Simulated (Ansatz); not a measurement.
Geometry optimisation, Ansatz, DFT PBE-D3(BJ), scalar-relativistic, plane waves, PAW.

The input (input.yaml):

```yaml
crystal:
  lattice:
    - [5.48, 0.0, 0.0]
    - [-4.11, 7.118729, 0.0]
    - [0.0, 0.0, 4.39496]
  atoms:
    - { symbol: Tc, position: [0.0, 0.0, 0.0] }
    - { symbol: Tc, position: [0.1666667, 0.2222222, 0.5] }
    - { symbol: Tc, position: [0.0, 0.3333333, 0.0] }
    - { symbol: Tc, position: [0.1666667, 0.5555556, 0.5] }
    - { symbol: Tc, position: [0.0, 0.6666667, 0.0] }
    - { symbol: Tc, position: [0.1666667, 0.8888889, 0.5] }
    - { symbol: Tc, position: [0.5, 0.0, 0.0] }
    - { symbol: Tc, position: [0.6666667, 0.2222222, 0.5] }
    - { symbol: Tc, position: [0.5, 0.3333333, 0.0] }
    - { symbol: Tc, position: [0.6666667, 0.5555556, 0.5] }
    - { symbol: Tc, position: [0.5, 0.6666667, 0.0] }
    - { symbol: Tc, position: [0.6666667, 0.8888889, 0.5] }
    - { symbol: Li, position: [0.8268686, 0.4385425, 0.7442893] }
basis:
  ecutwfc: 600.0
kpoints:
  mp_grid: { grid: [4, 3, 4] }
hamiltonian:
  xc: pbe
  dispersion: d3bj
scf:
  occupations: { method: gaussian, width: 0.05 }
  lower_state_search: "off"
relax:
  f_tol: 0.03
  max_steps: 60
  adjacent_minimum: "off"
output:
  write_density: true
  write_potential: true
  elf: true
  volumetric_format: npy
```

Launched with:

```bash
$ ansatz run input.yaml --threads 4 --pin off --max-ram 10240MiB --backend cpu --events-out ev --progress --plain --runs-dir out
```

Where does it end, and by what steps?

The run converged. Limits of this set-up: coarse k mesh. After 5 steps the energy has fallen by 2.269 eV; Tc10 moved furthest, 0.20 Å.

| step | energy less start (eV) | largest force component (eV/Å) | accepted |
| --- | --- | --- | --- |
| 0 | 0.0000 | 4.084 | yes |
| 1 | -1.7176 | 1.518 | yes |
| 2 | -2.2264 | 0.340 | yes |
| 3 | -2.2613 | 0.165 | yes |
| 4 | -2.2682 | 0.059 | yes |
| 5 | -2.2687 | 0.011 | yes |

```xyz
13
Lattice="5.4800 0.0000 0.0000 -4.1100 7.1187 0.0000 0.0000 0.0000 4.3950" Properties=species:S:1:pos:R:3
Tc -0.017 -0.027 0.052
Tc -0.003 1.577 2.245
Tc -1.274 2.310 0.154
Tc -1.273 4.025 2.053
Tc -2.732 4.895 0.094
Tc -2.764 6.305 2.203
Tc 2.763 0.016 -0.009
Tc 2.733 1.427 2.099
Tc 1.270 2.294 0.142
Tc 1.272 4.012 2.037
Tc 0.003 4.744 -0.052
Tc 0.016 6.348 2.143
Li 2.735 3.161 3.294
```

Whether the end is a true minimum wasn't checked by a vibrational analysis.

Time of the run: 2.6 min on 4 threads of Arm Neoverse V1, with other jobs on the host, peak memory 1.5 GiB.
